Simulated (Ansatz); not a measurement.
I need a ladder of methods at one geometry of C2H5NSi, SMILES CC1=N[SiH2]1. Use the Ansatz DFT code, driven from Python. Level of theory (for the species named): Hartree-Fock, def2-SVP basis, multiplicity 1. The script varies functional: hf, pbe0, r2scan0, b3lyp.

```xyz
9

C     0.0328    1.0562   -0.9476
C     0.1974    0.0109   -0.0368
N     1.1824   -0.6738    0.2815
Si   -0.3307   -1.1305    1.0791
H    -0.1757    0.6947   -1.9820
H    -0.8954    1.6934   -0.6632
H     0.8845    1.7604   -0.9743
H    -0.6171   -2.5221    0.6442
H    -0.1898   -0.9356    2.5821
```

`run_methods.py`
```python
"""C2H5NSi at several levels of theory."""

from pathlib import Path

import ansatz as az
import numpy as np

GEOMETRY = """
C     0.03280    1.05620   -0.94760
C     0.19740    0.01090   -0.03680
N     1.18240   -0.67380    0.28150
Si   -0.33070   -1.13050    1.07910
H    -0.17570    0.69470   -1.98200
H    -0.89540    1.69340   -0.66320
H     0.88450    1.76040   -0.97430
H    -0.61710   -2.52210    0.64420
H    -0.18980   -0.93560    2.58210
"""

system = az.Crystal.molecule()
for line in GEOMETRY.strip().splitlines():
    symbol, *xyz = line.split()
    system = system.atom(symbol, [float(v) for v in xyz])

job = (
    system.calculation()
    .basis(gaussian="def2-SVP")
    .scf(lower_state_search="off")
)

print("functional    E (Ha)        dipole (D)   HOMO (eV)  LUMO (eV)")
for name in ["hf", "pbe0", "r2scan0", "b3lyp"]:
    rep = job.functional(name).forces().orbitals().run(runs_dir="runs").report
    lines = Path(rep["orbitals_path"]).read_text().splitlines()
    field_of = lambda key: [line.split("=")[1].strip() for line in lines if line.startswith(key)]
    orbitals = [(27.211386 * float(e), s, float(n)) for e, s, n in zip(field_of("Ene="), field_of("Spin="), field_of("Occup="))]
    homo = max(e for e, _, n in orbitals if n > 0.5)
    lumo = min(e for e, _, n in orbitals if n < 0.5)
    dipole = 4.803205 * np.linalg.norm(rep["charge_distribution"]["dipole_moment_e_ang"])
    print(f"{name:10s} {rep['free_energy_ev'] / 27.211386246:14.6f} {dipole:9.3f} {homo:11.3f} {lumo:10.3f}")
```

```console
$ python run_methods.py
functional    E (Ha)        dipole (D)   HOMO (eV)  LUMO (eV)
hf            -421.747251     2.763      -9.595      2.709
pbe0          -422.910555     2.351      -6.733     -0.430
r2scan0       -423.063571     2.419      -6.908     -0.362
b3lyp         -423.211691     2.302      -6.486     -0.628
```

Caveats:
- The settings weren't tested for convergence.
- The geometry is a force-field or estimated start, not a minimum of this method, and the basis set is short of its limit. A lower total doesn't mark the better method: functionals have no common bound, and MP2 and coupled cluster aren't variational.
- b3lyp holds the VWN-RPA fit, as in Gaussian; the form of ORCA and Turbomole is b3lyp5.
- Levels such as HOMO and LUMO are orbital energies: with these approximate functionals they aren't the ionisation energy and electron affinity, and their gap isn't the fundamental gap.
- It ran for 10 s on 1 thread of Arm Neoverse V1 (shared host), peak memory 0.21 GiB.

(Lines on the test bed's own set-up are left out of the output.)
